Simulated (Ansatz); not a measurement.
# GeH₄OS: one structure at several levels

A test off equilibrium: a structure displaced at random from a GFN2-xTB minimum is computed at several levels, and each is set against CCSD(T).

Program: Ansatz 0.2.0, Gaussian basis. Level of theory: single points in def2-TZVPP. These are calculated values, not measurements.

Cores are frozen in the correlated methods. Filled d shells of the heavier atoms are correlated.

## (1) The starting structure

SMILES `[OH][GeH2][SH]`, 7 atoms, charge 0, spin multiplicity 1.

Atoms are counted from 1 here; the program's logs count them from 0.

Bond lengths: O1–Ge2 1.738 Å, O1–H4 0.813 Å, Ge2–S3 2.002 Å, Ge2–H5 1.619 Å, Ge2–H6 1.589 Å, S3–H7 1.089 Å. Angles: Ge2–O1–H4 121.5°, O1–Ge2–S3 112.9°, O1–Ge2–H5 106.6°, O1–Ge2–H6 101.5°, S3–Ge2–H5 124.0°, S3–Ge2–H6 109.2°, H5–Ge2–H6 99.6°, Ge2–S3–H7 111.7°.

As a file:

```mol
GeH4OS
  3D, bonds by distance, orders not assigned

  7  6  0  0  0  0  0  0  0  0999 V2000
   -1.5187   -0.6849    0.0009 O   0  0
    0.0406    0.0679   -0.1441 Ge  0  0
    1.5240   -1.0646    0.5797 S   0  0
   -2.1813   -0.3579   -0.3389 H   0  0
    0.0756    0.7844   -1.5955 H   0  0
   -0.1378    1.3484    0.7802 H   0  0
    2.4778   -0.5400    0.5575 H   0  0
  1  2  8  0
  1  4  8  0
  2  3  8  0
  2  5  8  0
  2  6  8  0
  3  7  8  0
M  END
```

## (2) CCSD(T)/def2-TZVPP

Contents of run/in.yaml:

```yaml
crystal:
  periodic: [false, false, false]
  atoms:
    - {symbol: O, position_ang: [-1.518700, -0.684900, 0.000900]}
    - {symbol: Ge, position_ang: [0.040600, 0.067900, -0.144100]}
    - {symbol: S, position_ang: [1.524000, -1.064600, 0.579700]}
    - {symbol: H, position_ang: [-2.181300, -0.357900, -0.338900]}
    - {symbol: H, position_ang: [0.075600, 0.784400, -1.595500]}
    - {symbol: H, position_ang: [-0.137800, 1.348400, 0.780200]}
    - {symbol: H, position_ang: [2.477800, -0.540000, 0.557500]}
basis:
  gaussian: {orbitals: def2-TZVPP}
correlation: {method: ccsd_t}
output: {forces: true}
```

The command line of these runs was not kept.

## (3) PBE0-D4/def2-TZVPP

Edit run/in.yaml of step 2 so:

```diff
@@ -12,3 +12,3 @@
   gaussian: {orbitals: def2-TZVPP}
-correlation: {method: ccsd_t}
-output: {forces: true}
+hamiltonian: {xc: pbe0, dispersion: d4}
+output: {forces: true, orbitals: {seedname: orbitals}}
```

## (4) wB97M-V/def2-TZVPP

Edit run/in.yaml of step 3 so:

```diff
@@ -12,3 +12,3 @@
   gaussian: {orbitals: def2-TZVPP}
-hamiltonian: {xc: pbe0, dispersion: d4}
-output: {forces: true, orbitals: {seedname: orbitals}}
+hamiltonian: {xc: {name: wB97M-V}}
+output: {forces: true}
```

## (5) r2SCAN-D4/def2-TZVPP

Edit run/in.yaml of step 4 so:

```diff
@@ -12,3 +12,3 @@
   gaussian: {orbitals: def2-TZVPP}
-hamiltonian: {xc: {name: wB97M-V}}
+hamiltonian: {xc: r2scan, dispersion: d4}
 output: {forces: true}
```

## (6) PBE-D4/def2-TZVPP

Edit run/in.yaml of step 5 so:

```diff
@@ -12,3 +12,3 @@
   gaussian: {orbitals: def2-TZVPP}
-hamiltonian: {xc: r2scan, dispersion: d4}
+hamiltonian: {xc: pbe, dispersion: d4}
 output: {forces: true}
```

## (7) r2SCAN0-D4/def2-TZVPP

Edit run/in.yaml of step 6 so:

```diff
@@ -12,3 +12,3 @@
   gaussian: {orbitals: def2-TZVPP}
-hamiltonian: {xc: pbe, dispersion: d4}
+hamiltonian: {xc: {name: r2SCAN0}, dispersion: d4}
 output: {forces: true}
```

## (8) r2SCANh-D4/def2-TZVPP

Edit run/in.yaml of step 7 so:

```diff
@@ -12,3 +12,3 @@
   gaussian: {orbitals: def2-TZVPP}
-hamiltonian: {xc: {name: r2SCAN0}, dispersion: d4}
+hamiltonian: {xc: {name: r2SCANh}, dispersion: d4}
 output: {forces: true}
```

(Steps that only read results are left out.)

**Question.** What will these runs give? Wanted: energy less free atoms, CCSD(T)/def2-TZVPP; RMS force component; RMS force error; HOMO and LUMO, PBE0-D4; T1 diagnostic.

**Answer**, as computed:

| quantity | value |
| --- | --- |
| energy less free atoms, CCSD(T)/def2-TZVPP | -1746.0 kJ/mol |
| RMS force component | 5.970 to 6.132 eV/Å over the methods |
| RMS force error | PBE0-D4 0.111, wB97M-V 0.060, r2SCAN-D4 0.114, PBE-D4 0.235, r2SCAN0-D4 0.149, r2SCANh-D4 0.112 eV/Å |
| HOMO and LUMO, PBE0-D4 | -7.55 and 0.00 eV |
| T1 diagnostic | 0.011 |

Against CCSD(T) the functionals' energies less atoms differ by -45.3 to -12.4 kJ/mol, PBE-D4 by -34.4 kJ/mol. A larger basis would deepen the CCSD(T) value, while the functionals are nearly converged already, so the order here is not reliable. For forces wB97M-V does best and PBE-D4 worst. Frozen-core CCSD(T) forces in triple zeta carry basis errors of their own, and this is one geometry, so small gaps rank nothing.
